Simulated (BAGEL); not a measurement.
**One shape, several levels: Si2H4OF2 (SMILES O[SiH](F)[SiH2]F)**

Aim: a comparison of 3 runs (HF/STO-3G, HF/3-21G, HF/6-31G*) of Si2H4OF2. 

The results are computed with BAGEL 1.2.2.

## (1) The structure to begin with

Si2H4OF2 has 9 atoms, charge 0, and is taken as a singlet. As SMILES, `O[SiH](F)[SiH2]F`. One bond was lengthened or shortened from a relaxed shape.

Bond lengths: O1–Si2 1.634 Å, Si2–F3 1.601 Å, Si2–Si4 2.358 Å, Si4–F5 1.612 Å, O1–H6 0.959 Å, Si2–H7 1.702 Å, Si4–H8 1.485 Å, Si4–H9 1.487 Å. Some angles: O1–Si2–F3 110.8°, O1–Si2–Si4 109.5°, F3–Si2–Si4 107.8°, Si2–Si4–F5 106.0°, O1–Si2–H7 106.2°, F3–Si2–H7 107.1°, Si4–Si2–H7 115.4°, Si2–O1–H6 118.4°, Si2–Si4–H8 114.0°, Si2–Si4–H9 111.6°.

## (2) The energy at HF/STO-3G (density fitting with cc-pvqz-jkfit) (run 1)

File job.json:

```json
{ "bagel": [

{
  "title": "molecule",
  "basis": "sto-3g",
  "df_basis": "cc-pvqz-jkfit",
  "angstrom": "true",
  "geometry": [
    { "atom": "O", "xyz": [       0.647016,       1.811956,      -0.576037 ] },
    { "atom": "Si", "xyz": [       0.772116,       0.183056,      -0.544137 ] },
    { "atom": "F", "xyz": [       0.789416,      -0.414444,      -2.029537 ] },
    { "atom": "Si", "xyz": [      -1.091284,      -0.727144,       0.577263 ] },
    { "atom": "F", "xyz": [      -2.331184,       0.247856,       0.242763 ] },
    { "atom": "H", "xyz": [      -0.211484,       2.200156,      -0.756137 ] },
    { "atom": "H", "xyz": [       2.284600,      -0.163900,       0.153800 ] },
    { "atom": "H", "xyz": [      -1.450284,      -2.098644,       0.135563 ] },
    { "atom": "H", "xyz": [      -0.898784,      -0.723044,       2.051263 ] }
  ]
},

{ "title": "hf" },

{ "title": "print", "file": "orbitals.molden", "orbitals": "true" }

]}
```

Started as:

```
$ BAGEL_NUM_THREADS=1 BAGEL job.json > job.out
```

The log of the run:

```text
* using 1 threads per process

  ===============================================================
  ===============================================================

  *** Geometry ***

  { "atom" : "O", "xyz" : [      1.222683,      3.424101,     -1.088552 ] },
  { "atom" : "Si", "xyz" : [      1.459088,      0.345926,     -1.028270 ] },
  { "atom" : "F", "xyz" : [      1.491780,     -0.783186,     -3.835269 ] },
  { "atom" : "Si", "xyz" : [     -2.062228,     -1.374103,      1.090869 ] },
  { "atom" : "F", "xyz" : [     -4.405299,      0.468380,      0.458756 ] },
  { "atom" : "H", "xyz" : [     -0.399647,      4.157692,     -1.428892 ] },
  { "atom" : "H", "xyz" : [      4.317268,     -0.309726,      0.290640 ] },
  { "atom" : "H", "xyz" : [     -2.740640,     -3.965862,      0.256177 ] },
  { "atom" : "H", "xyz" : [     -1.698456,     -1.366355,      3.876325 ] },

  Number of auxiliary basis functions:      818

  Since a DF basis is specified, we compute 2- and 3-index integrals:
    o Being stored without compression. Storage requirement is 0.009 GB

  Number of basis functions:       37
  Number of electrons      :       58

    * METHOD: MOLECULE                             0.85

  *** RHF ***

  === Nuclear Repulsion ===
   306.6216874739

      * DIIS with orbital gradients will be used.

  === RHF iteration (sto-3g) ===
      0       -843.32372285          0.01617598           0.09
      1       -843.46388483          0.00363774           0.08
      2       -843.47139870          0.00091483           0.08
      3       -843.47222901          0.00016371           0.08
      4       -843.47225425          0.00004056           0.08
      5       -843.47225592          0.00000513           0.08
      6       -843.47225594          0.00000111           0.08
      7       -843.47225594          0.00000034           0.07
      8       -843.47225594          0.00000008           0.08
      9       -843.47225594          0.00000002           0.08
     10       -843.47225594          0.00000001           0.08
    * SCF iteration converged.

    * Permanent dipole moment:
           (    0.165135,     0.308743,    -0.307276) a.u.

    * METHOD: HF                                   1.04

    * METHOD: PRINT                                0.00

  ===============================================================
```

Run time: 2.1 s. Hardware: 1 thread of Intel Xeon Platinum 8259CL at 2.50GHz (Skylake/Cascade Lake), shared host; peak memory 0.098 GiB.

## (3) The energy at HF/3-21G (density fitting with cc-pvqz-jkfit) (run 2)

File calc.json:

```json
{ "bagel" : [

{
  "title" : "molecule",
  "basis" : "3-21g",
  "df_basis" : "cc-pvqz-jkfit",
  "angstrom" : true,
  "geometry" : [
    { "atom" : "O", "xyz" : [       0.647016,       1.811956,      -0.576037 ] },
    { "atom" : "Si", "xyz" : [       0.772116,       0.183056,      -0.544137 ] },
    { "atom" : "F", "xyz" : [       0.789416,      -0.414444,      -2.029537 ] },
    { "atom" : "Si", "xyz" : [      -1.091284,      -0.727144,       0.577263 ] },
    { "atom" : "F", "xyz" : [      -2.331184,       0.247856,       0.242763 ] },
    { "atom" : "H", "xyz" : [      -0.211484,       2.200156,      -0.756137 ] },
    { "atom" : "H", "xyz" : [       2.284600,      -0.163900,       0.153800 ] },
    { "atom" : "H", "xyz" : [      -1.450284,      -2.098644,       0.135563 ] },
    { "atom" : "H", "xyz" : [      -0.898784,      -0.723044,       2.051263 ] }
  ]
},

{ "title" : "hf" },

{ "title" : "print", "file" : "orbitals.molden", "orbitals" : true }

]}
```

Started as:

```
$ BAGEL_NUM_THREADS=1 BAGEL calc.json > calc.out
```

The log of the run:

```text
* using 1 threads per process

  ===============================================================
  ===============================================================

  *** Geometry ***

  { "atom" : "O", "xyz" : [      1.222683,      3.424101,     -1.088552 ] },
  { "atom" : "Si", "xyz" : [      1.459088,      0.345926,     -1.028270 ] },
  { "atom" : "F", "xyz" : [      1.491780,     -0.783186,     -3.835269 ] },
  { "atom" : "Si", "xyz" : [     -2.062228,     -1.374103,      1.090869 ] },
  { "atom" : "F", "xyz" : [     -4.405299,      0.468380,      0.458756 ] },
  { "atom" : "H", "xyz" : [     -0.399647,      4.157692,     -1.428892 ] },
  { "atom" : "H", "xyz" : [      4.317268,     -0.309726,      0.290640 ] },
  { "atom" : "H", "xyz" : [     -2.740640,     -3.965862,      0.256177 ] },
  { "atom" : "H", "xyz" : [     -1.698456,     -1.366355,      3.876325 ] },

  Number of auxiliary basis functions:      818

  Since a DF basis is specified, we compute 2- and 3-index integrals:
    o Being stored without compression. Storage requirement is 0.024 GB

  Number of basis functions:       61
  Number of electrons      :       58

    * METHOD: MOLECULE                             0.93

  *** RHF ***

  === Nuclear Repulsion ===
   306.6216874739

      * DIIS with orbital gradients will be used.

  === RHF iteration (3-21g) ===
      0       -849.24653876          0.02815982           0.15
      1       -849.41822513          0.01698304           0.15
      2       -849.49227304          0.00110127           0.13
      3       -849.49307970          0.00025210           0.13
      4       -849.49311053          0.00010250           0.13
      5       -849.49311658          0.00002168           0.16
      6       -849.49311701          0.00000479           0.14
      7       -849.49311702          0.00000170           0.13
      8       -849.49311703          0.00000044           0.13
      9       -849.49311703          0.00000014           0.13
     10       -849.49311703          0.00000004           0.13
     11       -849.49311703          0.00000002           0.13
     12       -849.49311703          0.00000000           0.13
    * SCF iteration converged.

    * Permanent dipole moment:
           (    0.262915,     0.330044,    -0.562064) a.u.

    * METHOD: HF                                   2.07

    * METHOD: PRINT                                0.01

  ===============================================================
```

It took 3.3 s on 1 thread of Intel Xeon Platinum 8259CL at 2.50GHz (Skylake/Cascade Lake), shared host; peak memory 0.14 GiB.

## (4) The energy at HF/6-31G(d) (density fitting with cc-pvqz-jkfit, spherical functions) (run 3)

File input.json:

```json
{ "bagel": [

{
  "title": "molecule",
  "basis": "6-31gs.json",
  "df_basis": "cc-pvqz-jkfit",
  "angstrom": true,
  "geometry": [
    { "atom": "O", "xyz": [       0.647016,       1.811956,      -0.576037 ] },
    { "atom": "Si", "xyz": [       0.772116,       0.183056,      -0.544137 ] },
    { "atom": "F", "xyz": [       0.789416,      -0.414444,      -2.029537 ] },
    { "atom": "Si", "xyz": [      -1.091284,      -0.727144,       0.577263 ] },
    { "atom": "F", "xyz": [      -2.331184,       0.247856,       0.242763 ] },
    { "atom": "H", "xyz": [      -0.211484,       2.200156,      -0.756137 ] },
    { "atom": "H", "xyz": [       2.284600,      -0.163900,       0.153800 ] },
    { "atom": "H", "xyz": [      -1.450284,      -2.098644,       0.135563 ] },
    { "atom": "H", "xyz": [      -0.898784,      -0.723044,       2.051263 ] }
  ]
},

{ "title": "hf" },

{ "title": "print", "file": "orbitals.molden", "orbitals": true }

]}
```

The basis set 6-31G* is read from a file made from the Basis Set Exchange's data (not shown).

Started as:

```
$ BAGEL_NUM_THREADS=1 BAGEL input.json > input.out
```

The log of the run:

```text
* using 1 threads per process

  ===============================================================
  ===============================================================

  *** Geometry ***

  { "atom" : "O", "xyz" : [      1.222683,      3.424101,     -1.088552 ] },
  { "atom" : "Si", "xyz" : [      1.459088,      0.345926,     -1.028270 ] },
  { "atom" : "F", "xyz" : [      1.491780,     -0.783186,     -3.835269 ] },
  { "atom" : "Si", "xyz" : [     -2.062228,     -1.374103,      1.090869 ] },
  { "atom" : "F", "xyz" : [     -4.405299,      0.468380,      0.458756 ] },
  { "atom" : "H", "xyz" : [     -0.399647,      4.157692,     -1.428892 ] },
  { "atom" : "H", "xyz" : [      4.317268,     -0.309726,      0.290640 ] },
  { "atom" : "H", "xyz" : [     -2.740640,     -3.965862,      0.256177 ] },
  { "atom" : "H", "xyz" : [     -1.698456,     -1.366355,      3.876325 ] },

  Number of auxiliary basis functions:      818

  Since a DF basis is specified, we compute 2- and 3-index integrals:
    o Being stored without compression. Storage requirement is 0.048 GB

  Number of basis functions:       86
  Number of electrons      :       58

    * METHOD: MOLECULE                             1.15

  *** RHF ***

  === Nuclear Repulsion ===
   306.6216874739

      * DIIS with orbital gradients will be used.

  === RHF iteration (6-31gs.json) ===
      0       -853.67921521          0.02462890           0.21
      1       -853.89650384          0.01631541           0.20
      2       -854.03734787          0.00124115           0.20
      3       -854.03887138          0.00020600           0.28
      4       -854.03890942          0.00008554           0.22
      5       -854.03891496          0.00002046           0.20
      6       -854.03891551          0.00000565           0.20
      7       -854.03891556          0.00000166           0.20
      8       -854.03891556          0.00000069           0.20
      9       -854.03891556          0.00000022           0.20
     10       -854.03891556          0.00000006           0.23
     11       -854.03891556          0.00000003           0.20
     12       -854.03891556          0.00000001           0.20
    * SCF iteration converged.

    * Permanent dipole moment:
           (    0.294387,     0.197363,    -0.429520) a.u.

    * METHOD: HF                                   3.20

    * METHOD: PRINT                                0.02

  ===============================================================
```

It took 4.8 s on 1 thread of Intel Xeon Platinum 8259CL at 2.50GHz (Skylake/Cascade Lake), shared host; peak memory 0.19 GiB.

## (5) The series

```
run                                                                level  energy (Eh)  dipole moment (D)  HOMO energy (eV)  LUMO energy (eV)  wall time
  1                       HF/STO-3G (density fitting with cc-pvqz-jkfit)  -843.472256               1.18             -7.81              9.37      2.1 s
  2                        HF/3-21G (density fitting with cc-pvqz-jkfit)  -849.493117               1.79            -11.20              2.62      3.3 s
  3  HF/6-31G* (density fitting with cc-pvqz-jkfit, spherical functions)  -854.038916               1.42            -11.19              2.42      4.8 s
```

## (6) Outcome

| quantity | value |
| --- | --- |
| run 3: total energy | -854.03892 Eh |
| run 3: dipole moment | 1.42 D |
| run 3: HOMO energy | -11.19 eV |
| run 3: LUMO energy | 2.42 eV |
| run 3: HOMO–LUMO gap | 13.60 eV |

**Reading.** The dipole moment (its size) runs from 1.18 D (HF/STO-3G) to 1.79 D (HF/3-21G). The HOMO–LUMO gap runs from 13.60 eV (HF/6-31G*) to 17.18 eV (HF/STO-3G). In run 1 the basis is minimal, so the values are rough. All runs together took 10 s, the longest 4.8 s.
